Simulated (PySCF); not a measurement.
**C2H9AlSi (SMILES [CH3][Al]([CH3])[SiH3]) at 4 levels**

We compute a comparison of 4 runs (HF/STO-3G, HF/def2-SVP, PBE0/def2-SVP, MP2/6-311G**) of C2H9AlSi. The job is set up through a Python script.

The results are computed with PySCF 2.14.0.

## 1. The system as given

C2H9AlSi: 13 atoms, total charge 0, spin state singlet. As SMILES, `[CH3][Al]([CH3])[SiH3]`. The shape comes from GFN2-xTB, which is rough for such elements, and wasn't checked as a minimum.

Bond lengths: Al1–C2 1.998 Å, Al1–C6 1.997 Å, Al1–Si10 2.427 Å, C2–H3 1.098 Å, C2–H4 1.097 Å, C2–H5 1.097 Å, C6–H7 1.098 Å, C6–H8 1.098 Å, C6–H9 1.098 Å, Si10–H11 1.480 Å, Si10–H12 1.481 Å, Si10–H13 1.480 Å. Some angles: C2–Al1–C6 118.3°, C2–Al1–Si10 120.4°, C6–Al1–Si10 121.3°, Al1–C2–H3 111.6°, Al1–C2–H4 113.2°, Al1–C2–H5 113.2°, Al1–C6–H7 112.6°, Al1–C6–H8 112.4°, Al1–C6–H9 113.0°, Al1–Si10–H11 115.7°.

## 2. Energy and gradient at HF/STO-3G (run 1)

Input file job.py:

```python
import pyscf.grad
from pyscf import gto, scf

mol = gto.Mole()
mol.atom = '''
Al   0.070610   0.141130  -0.002220
C    2.068270   0.157160  -0.016650
H    2.463520   1.160020  -0.224780
H    2.500560  -0.511160  -0.771970
H    2.510300  -0.152920   0.938790
C   -0.890260   1.892150  -0.002700
H   -0.698790   2.478420  -0.910520
H   -0.587850   2.535050   0.833920
H   -1.980340   1.782410   0.069230
Si  -1.140760  -1.961480   0.019480
H   -1.976090  -2.208830   1.216030
H   -0.257200  -3.148520  -0.043420
H   -2.081960  -2.163440  -1.105190
'''
mol.basis = 'sto-3g'
mol.verbose = 4
mol.max_memory = 1860
mol.build()

mf = scf.RHF(mol)
mf.conv_tol = 1e-10
mf.kernel()
if not mf.converged:
    mf = mf.newton().run(mf.mo_coeff, mf.mo_occ)

energy = mf.e_tot
print('Final energy', energy)
grad = mf.Gradients().kernel()
mf.analyze()
```

The run is started by

```sh
$ OMP_NUM_THREADS=1 python job.py
```

The program printed:

```text
PySCF version 2.14.0

[... 79 lines left out ...]
One-electron Energy =                -1216.933051389713455
[... 9 lines left out ...]
MO #5   energy= -5.8951630567727   occ= 2
[... 7 lines left out ...]
MO #13  energy= -0.865234394494797 occ= 2
[... 7 lines left out ...]
MO #21  energy= -0.391094656811155 occ= 2
[... 7 lines left out ...]
MO #29  energy= 0.568045669601117  occ= 0
[... 7 lines left out ...]
MO #37  energy= 0.788604875223568  occ= 0
[... 53 lines left out ...]
Dipole moment(X, Y, Z, Debye):  0.43309,  0.87484, -0.00486
```

Wall time 2.5 s (1 thread of Intel Xeon at 2.70GHz, shared host); peak memory 0.12 GiB.

## 3. Energy and forces at HF/def2-SVP (run 2)

Input file input.py:

```python
import pyscf.grad
from pyscf import gto, scf

molecule = gto.M(
    atom='''
Al     0.133434     0.266697    -0.004195
C      3.908464     0.296989    -0.031464
H      4.655378     2.192120    -0.424773
H      4.725374    -0.965952    -1.458812
H      4.743779    -0.288977     1.774056
C     -1.682348     3.575645    -0.005102
H     -1.320522     4.683535    -1.720633
H     -1.110876     4.790550     1.575880
H     -3.742300     3.368267     0.130826
Si    -2.155724    -3.706660     0.036812
H     -3.734269    -4.174084     2.297964
H     -0.486038    -5.949840    -0.082052
H     -3.934334    -4.088309    -2.088506
''',
    verbose=4,
    basis='def2-svp',
    unit='bohr',
    spin=0,
    max_memory=1860,
    charge=0,
)

mf = scf.RHF(molecule)
mf.conv_tol = 1e-10
mf.kernel()
if not mf.converged:
    mf = mf.newton().run(mf.mo_coeff, mf.mo_occ)

e_final = mf.e_tot
print('E = %.10f Eh' % e_final)
grad = mf.Gradients().kernel()
dip = mf.dip_moment()
pop, q = mf.mulliken_pop()
```

The run is started by

```sh
$ OMP_NUM_THREADS=1 python input.py
```

The program printed:

```text
PySCF version 2.14.0

[... 65 lines left out ...]
converged SCF energy = -611.598700849487
[... 12 lines left out ...]
Dipole moment(X, Y, Z, Debye):  0.67337,  1.26247, -0.00868
[... 123 lines left out ...]
charge of   12H =     -0.13685
```

It took 13 s on 1 thread of Intel Xeon at 2.70GHz, shared host; peak memory 0.25 GiB.

Run 3 isn't shown in full; the table further down has it.

## 4. Energy and forces at MP2/6-311G(d,p) (run 4)

Input file start.xyz:

```xyz
13
C2H9AlSi
Al     0.070610     0.141130    -0.002220
C      2.068270     0.157160    -0.016650
H      2.463520     1.160020    -0.224780
H      2.500560    -0.511160    -0.771970
H      2.510300    -0.152920     0.938790
C     -0.890260     1.892150    -0.002700
H     -0.698790     2.478420    -0.910520
H     -0.587850     2.535050     0.833920
H     -1.980340     1.782410     0.069230
Si    -1.140760    -1.961480     0.019480
H     -1.976090    -2.208830     1.216030
H     -0.257200    -3.148520    -0.043420
H     -2.081960    -2.163440    -1.105190
```

Input file input.py:

```python
from pyscf import gto, scf, mp

mol = gto.M(
    atom='start.xyz',
    basis='6-311g**',
    verbose=4,
    max_memory=1860,
    spin=0,
)

mf = scf.RHF(mol)
mf.conv_tol = 1e-10
mf.kernel()
if not mf.converged:
    mf = mf.newton().run(mf.mo_coeff, mf.mo_occ)

pt = mp.MP2(mf, frozen=12).run()
etot = pt.e_tot
print('E(%s) = %.9f' % ('MP2', etot))
grad = pt.nuc_grad_method().kernel()
mf.analyze()
```

The run is started by

```sh
$ OMP_NUM_THREADS=1 python input.py
```

The program printed:

```text
PySCF version 2.14.0

[... 105 lines left out ...]
MO #12  energy= -3.19333459050724  occ= 2
[... 25 lines left out ...]
MO #38  energy= 0.278772848692473  occ= 0
[... 25 lines left out ...]
MO #64  energy= 0.847447489352981  occ= 0
[... 25 lines left out ...]
MO #90  energy= 1.80316449103651   occ= 0
[... 25 lines left out ...]
MO #116 energy= 2.87657016665772   occ= 0
[... 25 lines left out ...]
MO #142 energy= 143.910401716659   occ= 0
[... 158 lines left out ...]
Dipole moment(X, Y, Z, Debye):  0.59783,  1.16178, -0.00296
```

Run time: 70 s. Hardware: 1 thread of Intel Xeon at 2.70GHz, shared host; peak memory 1.9 GiB.

## 5. Overview of the runs

| run | level | integration grid | frozen core orbitals | energy (Eh) | dipole moment (D) of the reference | HOMO energy (eV) | LUMO energy (eV) | wall time |
| --- | --- | --- | --- | --- | --- | --- | --- | --- |
| 1 | HF/STO-3G | – | – | -604.706561 | 0.98 | -7.57 | 8.05 | 2.5 s |
| 2 | HF/def2-SVP | – | – | -611.598701 | 1.43 | -10.00 | 1.31 | 13 s |
| 3 | PBE0/def2-SVP | 5 | – | -612.978416 | 1.42 | -7.38 | -1.51 | 49 s |
| 4 | MP2/6-311G** | – | 12 | -612.337674 | 1.31 | -9.98 | 1.11 | 70 s |

## 6. Outcome

| quantity | value |
| --- | --- |
| run 4: total energy | -612.33767 Eh |
| run 4: dipole moment (Hartree–Fock density) | 1.31 D |
| run 4: HOMO energy (Hartree–Fock orbitals) | -9.98 eV |
| run 4: LUMO energy (Hartree–Fock orbitals) | 1.11 eV |
| run 4: HOMO–LUMO gap (Hartree–Fock orbitals) | 11.09 eV |
| run 4: correlation energy (12 core orbitals frozen) | -482.8 mEh |
| run 4: largest force on an atom | 0.950 eV/Å |

**Reading.** Over runs 1, 2, 3 the dipole moment (its size) runs from 0.98 D (HF/STO-3G) to 1.43 D (HF/def2-SVP). Over runs 1, 2, 3 the HOMO–LUMO gap runs from 5.87 eV (PBE0/def2-SVP) to 15.62 eV (HF/STO-3G). The two ends differ in method and basis. In run 1 the basis is minimal, so the values are rough. All runs together took 2.3 min, the longest 70 s.
